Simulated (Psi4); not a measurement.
# HF/STO-3G run of SiH2Br2 (dibromosilane)

What is the vertical ionisation energy of SiH2Br2 (dibromosilane) at HF/STO-3G? 

The calculation is run with Psi4 1.11.

## 1. Starting point

SiH2Br2 has 5 atoms, charge 0, and is taken as a singlet. As SMILES, `Br[SiH2]Br`. Geometry: relaxed at PBE0-D4/def2-TZVP.

Bond lengths: Br1–Si2 2.207 Å, Si2–Br3 2.207 Å, Si2–H4 1.476 Å, Si2–H5 1.476 Å. Angles: Br1–Si2–Br3 110.8°, Br1–Si2–H4 108.4°, Br1–Si2–H5 108.4°, Br3–Si2–H4 108.4°, Br3–Si2–H5 108.4°, H4–Si2–H5 112.5°.

## 2. Energy and gradient at HF/STO-3G

The input, br2h2si.json:

```json
{
  "schema_name": "qcschema_input",
  "schema_version": 1,
  "molecule": {
    "schema_name": "qcschema_molecule",
    "schema_version": 2,
    "symbols": ["Br", "Si", "Br", "H", "H"],
    "geometry": [-3.16092599, -2.34191869, 0.68466667, 0.29901136, -0.08747542, 0.10333022, -0.55854635, 3.42826555, -1.96911352, 2.0851805, -1.59347376, -1.42052603, 1.33526158, 0.59458343, 2.60164265],
    "molecular_charge": 0,
    "molecular_multiplicity": 1,
    "fix_symmetry": "c1"
  },
  "driver": "gradient",
  "model": {
    "method": "hf",
    "basis": "STO-3G"
  },
  "keywords": {
    "puream": true,
    "e_convergence": 1e-09,
    "d_convergence": 1e-08,
    "scf_type": "pk",
    "scf_properties": ["DIPOLE", "LOWDIN_CHARGES", "QUADRUPOLE"]
  }
}
```

Launch:

```bash
$ psi4 --qcschema br2h2si.json -n 1 --memory 2200MB
```

stdout:

```text
[...]
  Running in c1 symmetry.
[...]
  Nuclear repulsion =  448.279263033294001
[...]
  Multiplicity = 1
[...]
  Nalpha       = 43
  Nbeta        = 43
[...]
    Number of basis functions: 47
[...]
   @RHF iter   1: -5376.05992833388791   -3.48763e+00   7.30968e-03 DIIS/ADIIS
[...]
   @RHF iter   9: -5376.19193229106622    1.81899e-12   1.62718e-09 DIIS
[...]
    Orbital Energies [Eh]
    ---------------------
    Doubly Occupied:
       1A   -484.450133     2A   -484.450113     3A    -68.084428
       4A    -63.178595     5A    -63.178523     6A    -57.728284
       7A    -57.728265     8A    -57.726294     9A    -57.726275
      10A    -57.726255    11A    -57.726236    12A     -9.129410
      13A     -9.129365    14A     -6.880574    15A     -6.880408
      16A     -6.868754    17A     -6.868650    18A     -6.868542
      19A     -6.868458    20A     -6.063072    21A     -4.088897
      22A     -4.087815    23A     -4.086722    24A     -2.236142
      25A     -2.235912    26A     -2.232095    27A     -2.232060
      28A     -2.231969    29A     -2.231809    30A     -2.220725
      31A     -2.220724    32A     -2.220707    33A     -2.220706
      34A     -0.919358    35A     -0.863851    36A     -0.663645
[...]
  @RHF Final Energy: -5376.19193229106622
   => Energetics <=
    Nuclear Repulsion Energy =            448.2792630332940007
    One-Electron Energy =               -8419.1639617079235904
    Two-Electron Energy =                2594.6927663835622297
    Total Energy =                      -5376.1919322910671326
[...]
 Multipole Moments:
 ------------------------------------------------------------------------------------
     Multipole            Electronic (a.u.)      Nuclear  (a.u.)        Total (a.u.)
 ------------------------------------------------------------------------------------
 L = 1.  Multiply by 2.5417464519 to convert [e a0] to [Debye]
 Dipole X            :         -5.6023726            6.4150283            0.8126557
 Dipole Y            :          1.6361237           -1.8737448           -0.2376211
 Dipole Z            :         -1.9345801            2.2153550            0.2807749
 Magnitude           :                                                    0.8920245
 L = 2.  Multiply by 1.3450342976 to convert [e a0^2] to [Debye ang]
 Quadrupole XX       :       -227.6074924          193.7762687          -33.8312237
 Quadrupole XY       :       -241.9755664          240.0611887           -1.9143777
[...]
  -Total Gradient:
     Atom            X                  Y                   Z
    ------   -----------------  -----------------  -----------------
       1       -0.001486143652    -0.000310575668    -0.000107897375
       2       -0.020943764046     0.006108114773    -0.007228873292
       3       -0.000876830374     0.000981572414    -0.000697323429
       4        0.015483692528    -0.014565417039    -0.016527016899
       5        0.007823045291     0.007786305432     0.024561110923
[...]
```

The result, in JSON:

```text
{
 "driver": "gradient",
 "model": {
  "method": "hf",
  "basis": "STO-3G"
 },
 "success": true,
 "return_result": [-0.001486143651521693, -0.0003105756677103111, -0.00010789737487379783, -0.020943764045690635, 0.006108114772579748, -0.007228873291947456, -0.0008768303742765354, 0.0009815724139489446, -0.0006973234285264224, 0.015483692528436732, -0.014565417039135331, -0.016527016899235136, 0.007823045290851344, 0.007786305431552593, 0.024561110923149748],
 "properties": {
  "calcinfo_nbasis": 47,
  "calcinfo_nmo": 47,
  "calcinfo_nalpha": 43,
  "calcinfo_nbeta": 43,
  "calcinfo_natom": 5,
  "nuclear_repulsion_energy": 448.279263033294,
  "return_energy": -5376.191932291066,
  "return_gradient": [-0.001486143651521693, -0.0003105756677103111, -0.00010789737487379783, -0.020943764045690635, 0.006108114772579748, -0.007228873291947456, -0.0008768303742765354, 0.0009815724139489446, -0.0006973234285264224, 0.015483692528436732, -0.014565417039135331, -0.016527016899235136, 0.007823045290851344, 0.007786305431552593, 0.024561110923149748],
  "scf_one_electron_energy": -8419.163961707924,
  "scf_two_electron_energy": 2594.6927663835622,
  "scf_dipole_moment": [0.8126557182211842, -0.2376211071683656, 0.2807749454108637],
  "scf_total_energy": -5376.191932291066,
  "scf_total_gradient": [-0.001486143651521693, -0.0003105756677103111, -0.00010789737487379783, -0.020943764045690635, 0.006108114772579748, -0.007228873291947456, -0.0008768303742765354, 0.0009815724139489446, -0.0006973234285264224, 0.015483692528436732, -0.014565417039135331, -0.016527016899235136, 0.007823045290851344, 0.007786305431552593, 0.024561110923149748],
  "scf_iterations": 9
 }
}
```

It took 5.4 s on 1 thread of Intel Xeon at 2.50GHz (Skylake/Cascade Lake), shared host; peak memory 0.2 GiB.

## 3. The doublet cation

The input, br2h2si.in:

```
memory 2.2 GB

molecule {
  1 2
  Br
  Si 1 R2
  Br 2 R3 1 A3
  H 2 R4 3 A4 1 D4
  H 2 R5 4 A5 3 D5

  R2 = 2.206842
  R3 = 2.206794
  A3 = 110.75763
  R4 = 1.47607
  A4 = 108.38239
  D4 = 118.78728
  R5 = 1.476071
  A5 = 112.5465
  D5 = -119.85311
  symmetry c1
  no_reorient
  no_com
}

set {
  basis         STO-3G
  reference     uhf
  puream        true
  e_convergence 1e-09
  d_convergence 1e-08
  scf_type      pk
  maxiter       100
}

e_tot, wfn = gradient('scf', return_wfn=True)
oeprop(wfn, 'QUADRUPOLE', 'MULLIKEN_CHARGES', 'MAYER_INDICES')
print_variables()
```

Launch:

```bash
$ psi4 -i br2h2si.in -o br2h2si.out -n 1
```

br2h2si.out:

```text
[...]
  Running in c1 symmetry.
[...]
  Nuclear repulsion =  448.279250611994541
[...]
  Multiplicity = 2
[...]
  Nalpha       = 43
  Nbeta        = 42
[...]
    Number of basis functions: 47
[...]
   @UHF iter   1: -5375.56678846750947   -2.99449e+00   9.53776e-03 ADIIS/DIIS
[...]
   @UHF iter  15: -5375.87614917071460    6.36646e-12   6.12597e-09 DIIS
[...]
   @S^2 Observed:                7.548131637E-01
[...]
    Orbital Energies [Eh]
    ---------------------
    Alpha Occupied:
       1A   -484.792906     2A   -484.792852     3A    -68.331954
       4A    -63.516533     5A    -63.516446     6A    -58.066873
       7A    -58.066819     8A    -58.065772     9A    -58.065719
      10A    -58.063811    11A    -58.063758    12A     -9.458383
      13A     -9.458318    14A     -7.205468    15A     -7.205296
      16A     -7.204979    17A     -7.204881    18A     -7.193744
      19A     -7.193628    20A     -6.309741    21A     -4.335485
      22A     -4.333994    23A     -4.332911    24A     -2.564165
      25A     -2.563961    26A     -2.563604    27A     -2.563443
      28A     -2.556115    29A     -2.556065    30A     -2.552838
      31A     -2.552786    32A     -2.551195    33A     -2.551132
      34A     -1.198401    35A     -1.150762    36A     -0.904184
[...]
  @UHF Final Energy: -5375.87614917071460
   => Energetics <=
    Nuclear Repulsion Energy =            448.2792506119945415
    One-Electron Energy =               -8393.0836143588476261
    Two-Electron Energy =                2568.9282145761380889
    Total Energy =                      -5375.8761491707145979
  UHF NO Occupations:
  HONO-2 :   41  A 1.9992362
  HONO-1 :   42  A 1.9988996
[...]
  -Total Gradient:
     Atom            X                  Y                   Z
    ------   -----------------  -----------------  -----------------
       1        0.000000066446     0.000235203563     0.011140195108
       2       -0.000000399769    -0.034607502005    -0.023913240391
       3        0.000000002705     0.010523173692    -0.003727829920
       4       -0.015433260178     0.011924525153     0.008250485771
       5        0.015433590796     0.011924599639     0.008250389688
[...]
 Multipole Moments:
 ------------------------------------------------------------------------------------
     Multipole            Electronic (a.u.)      Nuclear  (a.u.)        Total (a.u.)
 ------------------------------------------------------------------------------------
 L = 1.  Multiply by 2.5417464519 to convert [e a0] to [Debye]
 Dipole X            :         -0.0000078            0.0000073           -0.0000005
 Dipole Y            :         -4.7890623            5.7937175            1.0046552
 Dipole Z            :         -3.3074226            4.0005190            0.6930964
 Magnitude           :                                                    1.2205387
 L = 2.  Multiply by 1.3450342976 to convert [e a0^2] to [Debye ang]
 Quadrupole XX       :        -41.5360685           10.7639111          -30.7721575
 Quadrupole XY       :          0.0000015            0.0000125            0.0000140
[...]
  Mulliken Charges: (a.u.)
   Center  Symbol    Alpha    Beta     Spin     Total
       1    BR    17.65704 17.17195  0.48509  0.17100
       2    SI     6.58811  6.73858 -0.15047  0.67331
       3    BR    17.65703 17.17208  0.48495  0.17090
       4     H     0.54891  0.45870  0.09021 -0.00761
       5     H     0.54891  0.45869  0.09022 -0.00760
   Total alpha = 43.00000, Total beta = 42.00000, Total charge =  1.00000
  Mayer Bond Indices:
  Total Bond Index:
[...]
```

It took 6.3 s on 1 thread of Intel Xeon at 2.50GHz (Skylake/Cascade Lake), shared host; peak memory 0.2 GiB.

## 4. Results

Level: HF/STO-3G.

| quantity | value |
| --- | --- |
| singlet SiH2Br2: total energy | -5376.19193 Eh |
| singlet SiH2Br2: dipole moment | 2.27 D |
| singlet SiH2Br2: HOMO energy | -8.65 eV |
| singlet SiH2Br2: LUMO energy | 7.89 eV |
| singlet SiH2Br2: HOMO–LUMO gap | 16.54 eV |
| singlet SiH2Br2: largest force on an atom | 1.385 eV/Å |
| doublet cation: total energy | -5375.87615 Eh |
| doublet cation: HOMO energy (highest over α and β) | -12.52 eV |
| doublet cation: LUMO energy (lowest over α and β) | -8.43 eV |
| doublet cation: ⟨S²⟩ | 0.755 |
| doublet cation: largest force on an atom | 2.163 eV/Å |
| vertical ionisation energy (to the doublet cation) | 8.593 eV |

What this shows: The vertical ionisation energy comes to 8.59 eV (198 kcal/mol). The largest force (singlet SiH2Br2) is 1.38 eV/Å: the shape isn't a stationary point for this species at this level. The negative HOMO energy of the first species, 8.65 eV, lies 0.06 eV above that difference. In a minimal basis such a difference can be off by several eV, whatever the method.
